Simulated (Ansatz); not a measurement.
# GeF (doublet): from Hartree-Fock to the top rungs, aug-cc-pVTZ

The task here is to estimate one member of a computed series from the others.

Computed with Ansatz 0.2.0, Gaussian basis. Level: aug-cc-pVTZ, core rule «outside noble gas», up to 15 orbitals frozen.

The runs, in order: UHF; CCSD(T) on ROHF; CCSD(T) on UHF; BCCD(T) on ROHF; CCSDT(Q) on ROHF; CCSDT(Q) on UHF.

9 further runs of the same task are left out: 3 for a known fault of the program, 6 set aside as unsound or not needed. Runs told in other sessions of the task aren't counted.

## The geometry

The geometry is a PBE0/def2-TZVPD stationary point (not a proven minimum) of the parent state, kept for this charge and spin. No spin-orbit coupling is included. The filled d shell of Ge may be among the frozen orbitals whatever the setting's name suggests.

2 atoms, charge 0, spin multiplicity 2.

Atoms are counted from 1 here; the program's logs count them from 0.

Bond lengths: Ge1–F2 1.863 Å.

Geometry (Å):

```xyz
2
FGe
Ge    0.00000    0.00000    0.00000
F     0.00000    0.00000    1.86270
```

The first run:

in.yaml reads:

```yaml
crystal:
  periodic: [false, false, false]
  atoms:
    - {symbol: Ge, position_ang: [0.000000, 0.000000, 0.000000]}
    - {symbol: F, position_ang: [0.000000, 0.000000, 1.862700]}
basis:
  gaussian: {orbitals: aug-cc-pVTZ}
magnetization: {spin_polarized: true, initial_magnetization: 1}
hamiltonian: {xc: hf}
output: {orbitals: {seedname: orbitals}}
```

Launch:

```
> ansatz run in.yaml --threads 1 --pin off --events-out ev --progress --plain --max-ram 4096MiB --backend cpu
```

Steps of the session up to this table: UHF; CCSD(T) on ROHF; CCSD(T) on UHF; BCCD(T) on ROHF; CCSDT(Q) on ROHF; CCSDT(Q) on UHF.

One table of the session follows, with a row left open; its other results are not shown here.

| method | from UCCSDT(Q) (meV) |
| --- | --- |
| ROHF | +9897.5 |
| UHF | +9781.8 |
| RMP2 | +579.0 |
| UMP2 | ? |
| RCCSD | +388.9 |
| UCCSD | +382.2 |
| RCCSD(T) | +31.9 |
| UCCSD(T) | +28.9 |
| BCCD(T) | +25.7 |
| RCCSDT | +19.5 |
| UCCSDT | +15.9 |
| RCCSDT(Q) | +11.6 |
| UCCSDT(Q) | 0 |

Q: Estimate the row for UMP2 from the others.

As computed: from UCCSDT(Q) (meV): +593.1. In the column «from UCCSDT(Q) (meV)» it lies between RMP2 (+579.0) and UHF (+9781.8).

Caveats from the session: Restricted and unrestricted rows rest on different reference determinants; a gap between their highest levels can come from leftover correlation error, from unlike frozen cores or from another state.
